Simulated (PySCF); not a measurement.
# [WOF3]−: other functionals and bases at one geometry

An exercise on one series of results from a longer session: the logs are not shown, and one member is left open.

Computed with PySCF 2.14.0. Level: several levels, as the steps say, no spin–orbit coupling.

5 further runs of the same task are left out: 2 for a known fault of the program, 1 that didn't finish, 2 set aside as unsound or not needed. Runs told in other sessions of the task aren't counted.

### The starting structure

5 atoms, charge -1, spin multiplicity 1.

Bond lengths: W1–O2 1.732 Å, W1–F3 1.889 Å, W1–F4 1.955 Å, W1–F5 1.889 Å. Angles: O2–W1–F3 97.0°, O2–W1–F4 160.3°, O2–W1–F5 97.0°, F3–W1–F4 85.2°, F3–W1–F5 162.7°, F4–W1–F5 85.2°.

Coordinates:

```xyz
5
charge -1, multiplicity 1
W     0.0651    0.0000   -0.0003
O     1.7653    0.0000    0.3281
F    -0.1277    1.8673   -0.2085
F    -1.8669    0.0000    0.2970
F    -0.1277   -1.8673   -0.2085
```

Formal oxidation states: W +4. An earlier session relaxed this geometry at r2SCAN, W def2-SVP with ECP60, O def2-SVP, F def2-SVP (singlet, point group Cs).

At r2SCAN on the finer grid: E = -441.684866 Eh, HOMO 0.13 eV, LUMO 1.90 eV, Mulliken charge on W1 +0.67 e, largest force component 0.033 eV/Å. The highest filled level lies above zero; it isn't the detachment energy.

Levels to run: revPBE; CAM-B3LYP; PBE; TPSSh; r2SCAN, TZVP; r2SCAN, x2c-SVP. Hardware: 2 threads of Arm Neoverse V1, shared host.

The first run:

Contents of run.py (the lines that set the calculation):

```python
mol = gto.M(atom='''
W      0.06506     0.00000    -0.00025
O      1.76530     0.00000     0.32809
F     -0.12770     1.86731    -0.20850
F     -1.86694     0.00000     0.29699
F     -0.12770    -1.86731    -0.20850''',
    basis={'W': 'def2-SVP', 'O': 'def2-SVP', 'F': 'def2-SVP'},
    ecp={'W': 'def2-SVP'},
    charge=-1, spin=0)
mf = dft.RKS(mol, xc='PBE_R,PBE')
mf.grids.atom_grid = (75, 302)
mf = mf.density_fit()  # fitting sets: W def2-universal-JKFIT, O def2-universal-JKFIT, F def2-universal-JKFIT
mf.conv_tol = 1e-08; mf.max_cycle = 55
mf.kernel(dm0)  # dm0: the density of the relaxed state
```

Command:

```
$ OMP_NUM_THREADS=2 python run.py
```

Steps of the session up to this table: revPBE; CAM-B3LYP; PBE; TPSSh; r2SCAN, TZVP; r2SCAN, x2c-SVP.

One table of the session follows, with a row left open; its other results are not shown here.

| level | HOMO (eV) | gap (eV) | charge on W1 (e) | dipole (D) | largest force component (eV/Å) |
| --- | --- | --- | --- | --- | --- |
| r2SCAN (relaxed here) | 0.13 | 1.77 | 0.67 | 0.29 | 0.03 |
| revPBE | 0.50 | 1.36 | 0.47 | 0.27 | 0.66 |
| CAM-B3LYP | ? | ? | ? | ? | ? |
| PBE | 0.44 | 1.33 | 0.44 | 0.28 | 0.45 |
| TPSSh | -0.17 | 2.47 | 0.66 | 0.33 | 0.12 |
| r2SCAN, TZVP | 0.02 | 1.76 | 1.00 | 0.34 | 0.25 |
| r2SCAN, x2c-SVP | -0.13 | 1.69 | 0.57 | 0.33 | 1.21 |

**Question.** Estimate the row for CAM-B3LYP.

As computed: HOMO (eV): -2.18; gap (eV): 6.31; charge on W1 (e): 0.69; dipole (D): 0.37; largest force component (eV/Å): 0.62. In the column «HOMO (eV)» it is the lowest.

The dipole of a charged species depends on the origin, so these sizes hold for this origin alone.

In one basis the HOMO–LUMO gap runs from 1.33 eV (PBE) to 6.31 eV (CAM-B3LYP). The largest leftover force, 1.21 eV/Å with r2SCAN, x2c-SVP, stands at a geometry relaxed at another level. Total energies of different levels can't be compared.
